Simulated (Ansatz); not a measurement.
Run this with the Python package of Ansatz (0.2.0) and show what comes out.

Script `formation_sn2pdau.py`:
```python
"""Heat of formation of Sn2PdAu at zero temperature, after relaxing cells and atoms."""

from collections import Counter
import warnings

import ansatz as az
import numpy as np


def ground_state(name, crystal):
    calc = (
        crystal.calculation()
        .functional("pbesol")
        .basis(380, xc_grid=2)
        .mixing("anderson", beta=0.1)
        .scf(max_iterations=80, extra_bands=8)
        .kpoints(spacing=0.3)
        .occupations("fermi_dirac", width=0.05)
        .stress()
    )
    calc = calc.relax(force_tolerance=0.03, max_steps=40, cell=True)
    return calc.run()


def counts(outcome):
    return Counter(site.symbol for site in outcome.lattice.sites)

def formation_energy(outcome, mu):
    n = counts(outcome)
    return (outcome.report["energy_sigma0_ev"] - sum(k * mu[element] for element, k in n.items())) / sum(n.values())


def volume_per_atom(outcome):
    return abs(np.linalg.det(outcome.lattice.cell_ang)) / len(outcome.lattice.sites)


def main() -> None:
    warnings.simplefilter("ignore")

    phases = {}
    sn2pdau = (
        az.Lattice.from_parameters(4.163018, 4.163018, 5.698297, alpha=90.0, beta=90.0, gamma=120.0)
        .atom("Sn", (1 / 3, 2 / 3, 0.23547))
        .atom("Sn", (2 / 3, 1 / 3, 0.76453))
        .atom("Pd", (0.0, 0.0, 0.0))
        .atom("Au", (0.0, 0.0, 0.5))
    )
    phases["Sn2PdAu"] = sn2pdau
    sn = (
        az.Lattice.of((0.0, 3.233343, 3.233343), (3.233343, 0.0, 3.233343), (3.233343, 3.233343, 0.0))
        .atom("Sn", (0.0, 0.0, 0.0))
        .atom("Sn", (0.25, 0.25, 0.25))
    )
    phases["Sn"] = sn
    pd_cell = (
        az.Lattice.fcc(3.893)
        .space_group(225)
        .atom("Pd", (0.0, 0.0, 0.0))
        .primitive()
    )
    phases["Pd"] = pd_cell
    au = (
        az.Lattice.of((0.0, 2.035, 2.035), (2.035, 0.0, 2.035), (2.035, 2.035, 0.0))
        .atom("Au", (0.0, 0.0, 0.0))
    )
    phases["Au"] = au

    done = {}
    for name, crystal in phases.items():
        done[name] = ground_state(name, crystal)
        print(f"{name}: {done[name].report['energy_sigma0_ev']:.4f} eV, {len(done[name].lattice.sites)} atoms")

    # chemical potentials of the elements at zero temperature
    references = {"Sn": "Sn", "Pd": "Pd", "Au": "Au"}
    mu = {element: done[name].report["energy_sigma0_ev"] / len(done[name].lattice.sites) for element, name in references.items()}

    target = done["Sn2PdAu"]
    heat = formation_energy(target, mu)
    rows = [(name, len(o.lattice.sites), volume_per_atom(o), formation_energy(o, mu)) for name, o in done.items()]
    print("     phase       atoms  V (A^3/atom)  E_form (eV/atom)")
    for row in rows:
        print(f"{str(row[0]):>10}  {row[1]:10d}  {row[2]:12.3f}  {row[3]:16.4f}")


if __name__ == "__main__":
    main()
```

`python formation_sn2pdau.py` gives:
```text
Sn2PdAu: -31814.8587 eV, 4 atoms
Sn: -11899.4705 eV, 2 atoms
Pd: -6906.6588 eV, 1 atoms
Au: -13007.1231 eV, 1 atoms
     phase       atoms  V (A^3/atom)  E_form (eV/atom)
   Sn2PdAu           4        20.968           -0.4016
        Sn           2        35.023            0.0000
        Pd           1        14.545            0.0000
        Au           1        17.010            0.0000
```

Reading the output:
- The settings weren't tested for convergence.
- The cutoff lies under the one recommended for these potentials.
- Spin is left out of this run.
- For the metals among these phases the mesh is modest: differences between phases can be off by up to 40 meV an atom.
- Spin-orbit coupling, which matters for elements this heavy, is left out.
- The cells come from databases of deposited and of computed structures, and not all need be stable phases.
- The compound is the structure given, not necessarily its lowest; energies are at zero temperature, with no correction for gases. A semilocal functional's error on such energies is often 0.05 to 0.1 eV an atom, and 0.1 to 0.3 eV against gases such as O2 or F2.
- The script silences warnings, which a real study should read.
- Wall time of the script: 42 s on 1 thread of Arm Neoverse V1 (shared host), peak memory 0.47 GiB.
